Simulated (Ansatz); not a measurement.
# Yb2Tl: how the settings move a calculation

Question: which choices in the input matter for Yb2Tl?

Program: Ansatz 0.2.0. Level of theory: reference: DFT PBEsol, scalar-relativistic, plane waves, PAW. These are calculated values, not measurements.

4 further runs of the same task are left out: 1 that didn't finish, 3 set aside as unsound or not needed.

### Step 1. The starting structure

Symmetry: Pnma, No. 62, orthorhombic system. Conventional cell: a = 6.828 Å, b = 5.172 Å, c = 9.564 Å, α = 90.00°, β = 90.00°, γ = 90.00°. Around Yb (site symmetry m) lie 5 Tl at 3.12 to 3.69 Å and 8 Yb at 3.52 to 3.83 Å. Yb (site symmetry m) is surrounded by 5 Tl at 3.25 to 3.58 Å and 8 Yb at 3.50 to 3.63 Å. Tl (site symmetry m) is surrounded by 10 Yb at 3.12 to 3.69 Å.

Coordinates:

```
CELL_PARAMETERS angstrom
6.82793 0.00000 0.00000
0.00000 5.17221 0.00000
0.00000 0.00000 9.56435
ATOMIC_POSITIONS crystal
Yb 0.18149 0.25000 0.07034
Yb 0.31851 0.75000 0.57034
Yb 0.68149 0.25000 0.42966
Yb 0.81851 0.75000 0.92966
Yb 0.02899 0.25000 0.70927
Yb 0.47101 0.75000 0.20927
Yb 0.52899 0.25000 0.79073
Yb 0.97101 0.75000 0.29073
Tl 0.21967 0.25000 0.39587
Tl 0.28033 0.75000 0.89587
Tl 0.71967 0.25000 0.10413
Tl 0.78033 0.75000 0.60413
```

### Step 2. Baseline

input.yaml reads:

```yaml
crystal:
  lattice:
    - [6.8279288074, 0.0, 0.0]
    - [0.0, 5.1722095704, 0.0]
    - [0.0, 0.0, 9.564353721]
  atoms:
    - { symbol: Yb, position: [0.1814853728, 0.25, 0.070344507] }
    - { symbol: Yb, position: [0.3185146272, 0.75, 0.570344507] }
    - { symbol: Yb, position: [0.6814853728, 0.25, 0.429655493] }
    - { symbol: Yb, position: [0.8185146272, 0.75, 0.929655493] }
    - { symbol: Yb, position: [0.028988356, 0.25, 0.7092741516] }
    - { symbol: Yb, position: [0.471011644, 0.75, 0.2092741516] }
    - { symbol: Yb, position: [0.528988356, 0.25, 0.7907258484] }
    - { symbol: Yb, position: [0.971011644, 0.75, 0.2907258484] }
    - { symbol: Tl, position: [0.2196660075, 0.25, 0.395874581] }
    - { symbol: Tl, position: [0.2803339925, 0.75, 0.895874581] }
    - { symbol: Tl, position: [0.7196660075, 0.25, 0.104125419] }
    - { symbol: Tl, position: [0.7803339925, 0.75, 0.604125419] }
basis:
  ecutwfc: 420
kpoints:
  mp_grid: { grid: [6, 6, 4] }
hamiltonian:
  xc: pbesol
scf:
  occupations: { method: gaussian, width: 0.05 }
output:
  forces: true
  stress: true
  eigenvalues: true
relax:
  adjacent_minimum: "off"
  f_tol: 0.005
  max_steps: 80
  cell: { stress_tol: 0.05 }
```

Command:

```bash
$ ansatz run input.yaml --threads 8 --pin off --max-ram 14336MiB --backend cpu --events-out ev --progress --plain --runs-dir out
```

From the output:

```text
[...]
Basis set: ecut = 420 eV, 6633 PW (Γ), exchange–correlation on 96×72×128 points (8 copies of the dense FFT grid, shifted against one another)
[...]
k-points: 48 of 144
[...]
SCF iter   1: F=—  HF=-154599.186100 eV  |F-HF|=—  |Δ(HF+E_count)|=         —  Δρ=9.06e-3  dr2=2.75e-1  ethr=1.77e-3  ⟨swp⟩=5.8  Hψ=28870  notcnv=0  defer=269
preconditioner: auto → Kerker (q_TF=auto, 2.584 Å⁻¹)  [metal: Δε(μ)=0.009 eV  Ē_g=9.906 eV  σ=0.050 eV  W_gap=0.10  n_scr=98 (ndim 8)  ℏωp=30.5 eV  f_vac=0.000  D(μ)=15.33/eV (n_scr^D=130)]
SCF iter   2: F=—  HF=-154599.153903 eV  |F-HF|=—  |Δ(HF+E_count)|=   3.22e-2  Δρ=3.99e-3  dr2=6.70e-2  ethr=1.13e-4  ⟨swp⟩=2.0  Hψ=13647  notcnv=0  defer=582
[...]
relax step   1: F+E_penalty+E_count = -154599.14232464 eV  Δ(F+E_penalty+E_count) = +0.000e0 eV  max|allowed force component| = 7.628e-3 eV/Å  Δτ_max = 0.0000 Å  P = -0.003 GPa  Ω = 337.770 Å³  (9 SCF iters, dr2 threshold 1.00e-7 eV, accepted)
[...]
relax step   2: F+E_penalty+E_count = -154599.14288133 eV  Δ(F+E_penalty+E_count) = -5.567e-4 eV  max|allowed force component| = 6.314e-3 eV/Å  Δτ_max = 0.0048 Å  P = +0.012 GPa  Ω = 337.776 Å³  energy of the carried Pulay correction = -1.907e-6 eV  (7 SCF ite
[...]
Basis set: ecut = 420 eV, 6637 PW (Γ), exchange–correlation on 96×72×128 points (8 copies of the dense FFT grid, shifted against one another)
[...]
relax step   3: F+E_penalty+E_count = -154599.14316582 eV  Δ(F+E_penalty+E_count) = -2.845e-4 eV  max|allowed force component| = 3.843e-3 eV/Å  Δτ_max = 0.0081 Å  P = +0.009 GPa  Ω = 338.058 Å³  energy of the carried Pulay correction = -8.840e-5 eV  (9 SCF ite
[...]
SCF iter   5: F=-154599.143262 eV  HF=-154599.143262 eV  |F-HF|=2.91e-11  |Δ(HF+E_count)|=    0.00e0  Δρ=7.26e-8  dr2=1.27e-11  ethr=1.00e-12  ⟨swp⟩=1.0  Hψ=7056  notcnv=0
SCF iter   6: F=-154599.143262 eV  HF=-154599.143262 eV  |F-HF|=2.91e-11  |Δ(HF+E_count)|=  2.91e-11  Δρ=2.45e-8  dr2=1.84e-12  ethr=1.00e-12  ⟨swp⟩=4.0  Hψ=28493  notcnv=0
[...]
relax step   4: F+E_penalty+E_count = -154599.14326170 eV  Δ(F+E_penalty+E_count) = -9.587e-5 eV  max|allowed force component| = 3.844e-3 eV/Å  Δτ_max = 0.0000 Å  P = +0.009 GPa  Ω = 338.058 Å³  stress off target by 1.06e-2 GPa  SCF on the basis re-selected at
[...]
SCF converged after 6 iterations
Free energy (F): -154599.143262 eV
[...]
E sigma→0 (E₀):  -154599.132330 eV
[...]
Fermi energy:    12.633324 eV
[...]
  P = ⅓ Tr σ = 0.0088 GPa (0.088 kbar)
[...]
--- Relaxed structure (3 steps of the walk, 3 accepted, 1 SCFs on fresh bases) ---
[...]
```

Wall time 1.9 min (8 threads of Arm Neoverse V1, shared host); peak memory 3.1 GiB.

### Step 3. Changed: mp_grid.grid [8, 8, 5], n_extra_bands 32

input.yaml reads:

```yaml
crystal:
  lattice:
    - [6.8531114042, 0.0, 0.0]
    - [0.0, 5.156435336, 0.0]
    - [0.0, 0.0, 9.5665034721]
  atoms:
    - { symbol: Yb, position: [0.1797242866, 0.25, 0.0698498173] }
    - { symbol: Yb, position: [0.3202757134, 0.75, 0.5698498173] }
    - { symbol: Yb, position: [0.6797242866, 0.25, 0.4301501827] }
    - { symbol: Yb, position: [0.8202757134, 0.75, 0.9301501827] }
    - { symbol: Yb, position: [0.0303079129, 0.25, 0.7086735472] }
    - { symbol: Yb, position: [0.4696920871, 0.75, 0.2086735472] }
    - { symbol: Yb, position: [0.5303079129, 0.25, 0.7913264528] }
    - { symbol: Yb, position: [0.9696920871, 0.75, 0.2913264528] }
    - { symbol: Tl, position: [0.2198719633, 0.25, 0.3949794048] }
    - { symbol: Tl, position: [0.2801280367, 0.75, 0.8949794048] }
    - { symbol: Tl, position: [0.7198719633, 0.25, 0.1050205952] }
    - { symbol: Tl, position: [0.7801280367, 0.75, 0.6050205952] }
basis:
  ecutwfc: 420
kpoints:
  mp_grid: { grid: [8, 8, 5] }
hamiltonian:
  xc: pbesol
scf:
  occupations: { method: gaussian, width: 0.05 }
  n_extra_bands: 32
output:
  forces: true
  eigenvalues: true
  stress: true
```

Command:

```bash
$ ansatz run input.yaml --threads 8 --pin off --max-ram 14336MiB --backend cpu --events-out ev --progress --plain --runs-dir out
```

Log, cut to the lines that bear on the results:

```text
Warning: RAYON_NUM_THREADS=8 ignored (pool sized by the plan → 8); use --threads N
scf.n_extra_bands = 32 over 122 filled bands (N_el = 244.0): the run solves 154 bands
[...]
Pseudopotentials: kind: paw
Pseudopotential: Yb, paw, valence charge 24, recommended cutoff 420 eV (normal), Yb.paw.azcp
Pseudopotential: Tl, paw, valence charge 13, recommended cutoff 420 eV (normal), Tl.paw.azcp
Functional definition: PBEsol
[...]
Crystal: 12 atoms, lattice volume = 338.058 Å³
Basis set: ecut = 420 eV, 6637 PW (Γ), exchange–correlation on 96×72×128 points (8 copies of the dense FFT grid, shifted against one another)
Bands: 154, of which v1, the nominal top of the filled ones, is band 122 counted from 1 (121 counted from 0)
Symmetry: 8 space group operations
Space group: Pnma (ITA 62), of the structure as read, at distance tolerance 7.0e-5 Å
k-points: 75 of 320
[...]
SCF iter   1: F=—  HF=-154599.195438 eV  |F-HF|=—  |Δ(HF+E_count)|=         —  Δρ=9.22e-3  dr2=2.86e-1  ethr=1.77e-3  ⟨swp⟩=6.0  Hψ=47216  notcnv=0  defer=559
[...]
SCF iter   9: F=-154599.151748 eV  HF=-154599.151748 eV  |F-HF|=2.75e-8  |Δ(HF+E_count)|=   8.28e-8  Δρ=2.80e-6  dr2=4.66e-8  ethr=4.10e-11  ⟨swp⟩=12.8  Hψ=76642  notcnv=0
[...]
SCF converged after 9 iterations
Free energy (F): -154599.151748 eV
[...]
E sigma→0 (E₀):  -154599.141366 eV
Entropy (-TS):   -0.020763 eV (-1.730 meV/atom)
Fermi energy:    12.630228 eV
[...]
--- Forces (eV/Å), atoms counted from 1 ---
  atom   1  Yb    -0.00472611    -0.00000000    -0.00070523
  atom   2  Yb     0.00472611    -0.00000000    -0.00070523
  atom   3  Yb    -0.00472611     0.00000000     0.00070523
  atom   4  Yb     0.00472611     0.00000000     0.00070523
  atom   5  Yb     0.00143835    -0.00000000    -0.00013151
  atom   6  Yb    -0.00143835    -0.00000000    -0.00013151
  atom   7  Yb     0.00143835     0.00000000     0.00013151
  atom   8  Yb    -0.00143835     0.00000000     0.00013151
[...]
--- Stress (GPa, compression-positive) ---
        0.007605      -0.000000       0.000000
       -0.000000       0.048847       0.000000
        0.000000       0.000000       0.025156
  P = ⅓ Tr σ = 0.0272 GPa (0.272 kbar)
--- Band table (eV; the first three rows and the last of 75) ---
[...]
```

Run time: 38 s. Hardware: 8 threads of Arm Neoverse V1, shared host; peak memory 3.7 GiB.

Changing the k-point mesh and band count moves the energy by -0.7 meV/atom. Sampling errors of the energy have no fixed sign.

### Step 4. Comparison

```csv
run,ending,energy change,pressure (GPa),gap (eV),force (eV/Å),cycles,time
reference,converged,0,0.0,0.00,0.00,-,1.9 min
"1: mp_grid.grid [8, 8, 5], n_extra_bands 32",converged,-0.7 meV/atom,0.0,0.00,0.01,9,38 s
```

What this shows: Changing the k-point mesh and band count moves the energy by -0.7 meV/atom. Sampling errors of the energy have no fixed sign.
